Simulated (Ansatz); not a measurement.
# W: a stacking-fault curve

This session takes W and sets out to slide the crystal rigidly across a (1 1 1) plane.

Program: Ansatz 0.2.0. Level of theory: DFT PBEsol, scalar-relativistic, plane waves, PAW. These are calculated values, not measurements.

3 further runs of the same task are left out: 3 set aside as unsound or not needed. Runs told in other sessions of the task aren't counted.

### 1 Starting point

The structure is cubic, space group Fm-3m (No. 225). The conventional cell has a = 3.998 Å, b = 3.998 Å, c = 3.998 Å, α = 90.00°, β = 90.00°, γ = 90.00°. Around W (site symmetry m-3m) lie 12 W at 2.83 Å.

As a file:

```xyz
6
Lattice="1.9990 -1.9990 0.0000 1.9990 0.0000 -1.9990 7.9960 7.9960 7.9960" Properties=species:S:1:pos:R:3 pbc="T T T"
W     3.9980    0.0000    0.0000
W     0.0000    0.0000    0.0000
W     3.9980    1.9990    1.9990
W     7.9960    3.9980    3.9980
W     3.9980    3.9980    3.9980
W     7.9960    5.9970    5.9970
```

It is built from the cell relaxed beforehand with the same method (15.98 Å³/atom).

### 2 Zero of energy

The cell is repeated 6 times, 6 atoms in all. Reference values: F = -61536.4605 eV; pressure 0.02 GPa; largest force 0.000 eV/Å; gap on the mesh none (metal). It was computed beforehand with the settings of the runs below.

### 3 The scan: a stacking-fault curve

The cut lies on the cell's a–b face, a (1 1 1) plane of area 6.92 Å², between layers 2.31 Å apart (W below, W above); the cell is 13.8 Å thick. Vector c is tilted by f times 1·a + 0·b (length 2.827 Å) with the atoms' Cartesian places fixed: one unrelaxed fault per cell.

### 4 f = 0.200

The input, input.yaml:

```yaml
crystal:
  lattice:
    - [1.9989957669, -1.9989957669, 0.0]
    - [1.9989957669, 0.0, -1.9989957669]
    - [8.395782221, 7.5961839142, 7.9959830676]
  atoms:
    - { symbol: W, position: [0.6500033333, 0.6666666667, 0.0833166667] }
    - { symbol: W, position: [-0.18333, 0.0, 0.91665] }
    - { symbol: W, position: [0.2833366667, 0.3333333333, 0.2499833333] }
    - { symbol: W, position: [0.5500033333, 0.6666666667, 0.5833166667] }
    - { symbol: W, position: [-0.08333, 0.0, 0.41665] }
    - { symbol: W, position: [0.1833366667, 0.3333333333, 0.7499833333] }
basis:
  ecutwfc: 420
kpoints:
  mp_grid: { grid: [24, 24, 5] }
hamiltonian:
  xc: pbesol
scf:
  occupations: { method: gaussian, width: 0.15 }
output:
  forces: true
  stress: true
  eigenvalues: true
```

Run with:

```
$ ansatz run input.yaml --threads 2 --pin off --max-ram 5120MiB --backend cpu --events-out ev --progress --plain --runs-dir out
```

### 5 Point f = 0.400

The input, input.yaml:

```yaml
crystal:
  lattice:
    - [1.9989957669, -1.9989957669, 0.0]
    - [1.9989957669, 0.0, -1.9989957669]
    - [8.7955813744, 7.1963847608, 7.9959830676]
  atoms:
    - { symbol: W, position: [0.63334, 0.6666666667, 0.0833166667] }
    - { symbol: W, position: [-0.36666, 0.0, 0.91665] }
    - { symbol: W, position: [0.23334, 0.3333333333, 0.2499833333] }
    - { symbol: W, position: [0.43334, 0.6666666667, 0.5833166667] }
    - { symbol: W, position: [-0.16666, 0.0, 0.41665] }
    - { symbol: W, position: [0.03334, 0.3333333333, 0.7499833333] }
basis:
  ecutwfc: 420
kpoints:
  mp_grid: { grid: [24, 24, 5] }
hamiltonian:
  xc: pbesol
scf:
  occupations: { method: gaussian, width: 0.15 }
output:
  forces: true
  stress: true
  eigenvalues: true
```

### 6 At f = 0.100

The input, input.yaml:

```yaml
crystal:
  lattice:
    - [1.9989957669, -1.9989957669, 0.0]
    - [1.9989957669, 0.0, -1.9989957669]
    - [8.1958826443, 7.7960834909, 7.9959830676]
  atoms:
    - { symbol: W, position: [0.658335, 0.6666666667, 0.0833166667] }
    - { symbol: W, position: [-0.091665, 0.0, 0.91665] }
    - { symbol: W, position: [0.308335, 0.3333333333, 0.2499833333] }
    - { symbol: W, position: [0.608335, 0.6666666667, 0.5833166667] }
    - { symbol: W, position: [-0.041665, 0.0, 0.41665] }
    - { symbol: W, position: [0.258335, 0.3333333333, 0.7499833333] }
basis:
  ecutwfc: 420
kpoints:
  mp_grid: { grid: [24, 24, 5] }
hamiltonian:
  xc: pbesol
scf:
  occupations: { method: gaussian, width: 0.15 }
output:
  forces: true
  stress: true
  eigenvalues: true
```

### 7 Point f = 0.300

The input, input.yaml:

```yaml
crystal:
  lattice:
    - [1.9989957669, -1.9989957669, 0.0]
    - [1.9989957669, 0.0, -1.9989957669]
    - [8.5956817977, 7.3962843375, 7.9959830676]
  atoms:
    - { symbol: W, position: [0.6416716667, 0.6666666667, 0.0833166667] }
    - { symbol: W, position: [-0.274995, 0.0, 0.91665] }
    - { symbol: W, position: [0.2583383333, 0.3333333333, 0.2499833333] }
    - { symbol: W, position: [0.4916716667, 0.6666666667, 0.5833166667] }
    - { symbol: W, position: [-0.124995, 0.0, 0.41665] }
    - { symbol: W, position: [0.1083383333, 0.3333333333, 0.7499833333] }
basis:
  ecutwfc: 420
kpoints:
  mp_grid: { grid: [24, 24, 5] }
hamiltonian:
  xc: pbesol
scf:
  occupations: { method: gaussian, width: 0.15 }
output:
  forces: true
  stress: true
  eigenvalues: true
```

### 8 At f = 0.500

The input, input.yaml:

```yaml
crystal:
  lattice:
    - [1.9989957669, -1.9989957669, 0.0]
    - [1.9989957669, 0.0, -1.9989957669]
    - [8.995480951, 6.9964851842, 7.9959830676]
  atoms:
    - { symbol: W, position: [0.6250083333, 0.6666666667, 0.0833166667] }
    - { symbol: W, position: [-0.458325, 0.0, 0.91665] }
    - { symbol: W, position: [0.2083416667, 0.3333333333, 0.2499833333] }
    - { symbol: W, position: [0.3750083333, 0.6666666667, 0.5833166667] }
    - { symbol: W, position: [-0.208325, 0.0, 0.41665] }
    - { symbol: W, position: [-0.0416583333, 0.3333333333, 0.7499833333] }
basis:
  ecutwfc: 420
kpoints:
  mp_grid: { grid: [24, 24, 5] }
hamiltonian:
  xc: pbesol
scf:
  occupations: { method: gaussian, width: 0.15 }
output:
  forces: true
  stress: true
  eigenvalues: true
  write_density: true
  write_potential: true
  elf: true
  volumetric_format: npy
```

(Steps that only read results are left out.)

Q: Predict the outcome of this session. Wanted: largest shear traction sampled.

**Answer**, as computed:

| quantity | value |
| --- | --- |
| highest fault energy sampled | 870 mJ/m² at f = 0.500 |
| largest shear traction sampled | 14.6 GPa |

What this shows: The highest point computed is 870 mJ/m², at f = 0.500; the true top can lie between points. The values are for rigid blocks: relaxation normal to the plane would bring them down. Spin-orbit coupling is left out for W.
